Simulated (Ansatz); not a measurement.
# TiO (PtS type): equation of state and elastic constants

The task here is to estimate one member of a computed series from the others.

Computed with Ansatz 0.2.0 (DFT PBEsol, scalar-relativistic, plane waves, PAW, unless a step's input says otherwise).

**The system as given**

It takes space group P4_2/mmc (No. 131, tetragonal). The conventional cell has a = 3.145 Å, b = 3.145 Å, c = 4.860 Å, α = 90.00°, β = 90.00°, γ = 90.00°. Ti (site symmetry mmm) is surrounded by 4 O at 1.99 Å. Around O (site symmetry -4m2) lie 4 Ti at 1.99 Å.

As a file:

```cif
data_structure
_symmetry_space_group_name_H-M 'P 1'
_symmetry_Int_Tables_number 1
_cell_length_a 3.1455
_cell_length_b 3.1455
_cell_length_c 4.8602
_cell_angle_alpha 90.000
_cell_angle_beta 90.000
_cell_angle_gamma 90.000
_cell_volume 48.09
loop_
_atom_site_label
_atom_site_type_symbol
_atom_site_fract_x
_atom_site_fract_y
_atom_site_fract_z
_atom_site_occupancy
Ti1 Ti 0.00000 0.50000 0.00000 1
Ti2 Ti 0.50000 0.00000 0.50000 1
O1 O 0.00000 0.00000 0.25000 1
O2 O 0.00000 0.00000 0.75000 1
```

This cell comes from an earlier session at PBEsol: 12.022 Å³/atom at 0.03 GPa, on a 10×10×6 mesh.

Volume factors to run: 0.980, 1.020, 0.960, 1.040.

Set-up of the first run:

input.yaml reads:

```yaml
crystal:
  lattice:
    - [3.1243799994, 0.0, 0.0]
    - [0.0, 3.1243799994, 0.0]
    - [0.0, 0.0, 4.8276163408]
  atoms:
    - { symbol: Ti, position: [0.0, 0.5, 0.0], spin: 0.05 }
    - { symbol: Ti, position: [0.5, 0.0, 0.5], spin: 0.05 }
    - { symbol: O, position: [0.0, 0.0, 0.25] }
    - { symbol: O, position: [0.0, 0.0, 0.75] }
basis:
  ecutwfc: 420
  ecutrho_ratio: 4
kpoints:
  mp_grid: { grid: [10, 10, 6] }
hamiltonian:
  xc: pbesol
scf:
  occupations: { method: gaussian, width: 0.05 }
output:
  forces: true
  stress: true
  eigenvalues: true
  populations: true
magnetization:
  spin_polarized: true
relax:
  f_tol: 0.01
  max_steps: 40
  cell: { stress_tol: 0.1, fix: [volume] }
```

Steps of the session up to this table: Scaling the volume by 0.980; Scaling the volume by 1.020; Scaling the volume by 0.960; Scaling the volume by 1.040.

One of the session's tables, all rows but one given; the rest of the session is left out.

| volume (Å³/atom) | energy (meV/atom) | pressure (GPa) |
| --- | --- | --- |
| 11.541 | 12.42 | 8.55 |
| 11.781 | 3.02 | 4.07 |
| 12.022 | 0.00 | 0.03 |
| 12.262 | ? | ? |
| 12.503 | 10.70 | -6.89 |

Q: Estimate the row for volume (Å³/atom) = 12.262 from the others.

Worked estimate for «energy (meV/atom)». A straight line through the neighbours (12.022, 0.00) and (12.503, 10.70) gives 0.00 + (10.70 − 0.00) × (12.262 − 12.022) / (12.503 − 12.022) = 5.34; a parabola fitted to 3 rows on both sides gives 2.55.

**Answer.** energy (meV/atom): 2.76; pressure (GPa): -3.61. In «energy (meV/atom)» the line misses by +2.58 and the parabola by -0.21.

volume (Å³/atom), energy (meV/atom) and a bar:
```
    11.54       12.4 ##############################
    11.78        3.0 #######
    12.02        0.0 
    12.26        2.8 #######
    12.50       10.7 ##########################
```

Limits of these values: Warnings in the runs' records: seeded moment not kept, stability check not made.
